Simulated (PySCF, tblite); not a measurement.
# C₅H₇NO₃S: geometry, infrared bands and NMR shifts

What infrared bands and NMR shifts should C₅H₇NO₃S (`C=NC1=CCS(=O)(=O)OC1`) show?

The runs use tblite 0.8.0 and PySCF 2.14.0, with density-fitted response routines of our own; the level of theory stands in each step. All values are computed, except where a source is named. Atoms are numbered from 0 throughout.

## Step 1: The starting structure

17 atoms, charge 0, multiplicity 1; geometry from: force field or distance geometry start.

Bonds of the start (Å): C0–N1 1.28, N1–C2 1.39, C2–C3 1.35, C3–C4 1.50, C4–S5 1.78, S5–O6 1.45, S5–O7 1.46, S5–O8 1.63, O8–C9 1.43, C9–C2 1.52, C0–H10 1.11, C0–H11 1.11, C3–H12 1.07, C4–H13 1.10, C4–H14 1.10, C9–H15 1.10, C9–H16 1.09.

## Step 2: Geometry optimisation with GFN2-xTB

What the job is given:

```
{"job": {"kind": "relax", "xc": "GFN2-xTB", "basis": "xTB"}, "charge": 0, "multiplicity": 1}
C     -2.730400    -0.493200    -0.621000
N     -1.652400    -0.932000    -1.158300
C     -0.487500    -0.498800    -0.541900
C      0.188000     0.537600    -1.091000
C      1.460000     1.102600    -0.523300
S      1.701000     0.614900     1.174200
O      0.698400     1.246400     2.004600
O      3.121700     0.725100     1.495900
O      1.340100    -0.961700     1.008000
C     -0.011200    -1.271200     0.672100
H     -3.712800    -0.797500    -1.044100
H     -2.773700     0.192600     0.247400
H     -0.198700     0.999400    -1.976300
H      2.325200     0.761700    -1.115900
H      1.424800     2.206200    -0.540300
H     -0.656900    -1.079900     1.543700
H     -0.042700    -2.340200     0.456200
```

The run is started by

```console
OMP_NUM_THREADS=1 python probes_run.py task.json out
```

One launch serves the whole session: the jobs run in the order shown.

**Question.** This job is followed by: GFN2-xTB harmonic vibrations, gas phase; GIAO PBE0/pcSseg-1 NMR shielding, non-relativistic, gas phase. Predict these results of the whole session: strongest single infrared mode (GFN2-xTB); zero-point energy (GFN2-xTB); ¹³C shifts against TMS (PBE0/pcSseg-1); ¹H shifts against TMS (PBE0/pcSseg-1, means over atoms taken as alike); ¹⁵N shifts against NH3 (PBE0/pcSseg-1); ³³S shifts against CS2 (PBE0/pcSseg-1); ¹⁷O shifts against H2O (PBE0/pcSseg-1, means over atoms taken as alike); surface potential, 1st and 99th percentile.

As calculated:

| quantity | value |
| --- | --- |
| strongest single infrared mode (GFN2-xTB) | 1295 cm⁻¹, 496 km/mol |
| zero-point energy (GFN2-xTB) | 75.2 kcal/mol |
| ¹³C shifts against TMS (PBE0/pcSseg-1) | 157.3, 154.9, 104.0, 72.1, 53.5 ppm |
| ¹H shifts against TMS (PBE0/pcSseg-1, means over atoms taken as alike) | 7.68, 7.10, 5.18, 4.92, 3.60 ppm |
| ¹⁵N shifts against NH3 (PBE0/pcSseg-1) | 400.5 ppm |
| ³³S shifts against CS2 (PBE0/pcSseg-1) | 304 ppm |
| ¹⁷O shifts against H2O (PBE0/pcSseg-1, means over atoms taken as alike) | 219.2, 182.1 ppm |
| surface potential, 1st and 99th percentile | -1.63 V and 1.39 V |

In words: The optimisation took 118 steps and gained 0.354 eV; among the close pairs (by a distance rule), S5–O7 changed most, from 1.461 to 1.423 Å. No mode is imaginary among the 45: a minimum at this level. The strongest single mode, at 1295 cm⁻¹, moves mainly S5 and O7. Unscaled tight-binding wavenumbers are off by several per cent, some by more. Its intensities can rank the bands wrongly. At PBE0/pcSseg-1: Shielding is most anisotropic at N1 (span 666 ppm, paramagnetic term -463 ppm). At PBE0/pcSseg-1, counted by nearest atom on the grid, the HOMO lies on C3 29 %; N1 28 %, the LUMO on C0 29 %; N1 23 %.
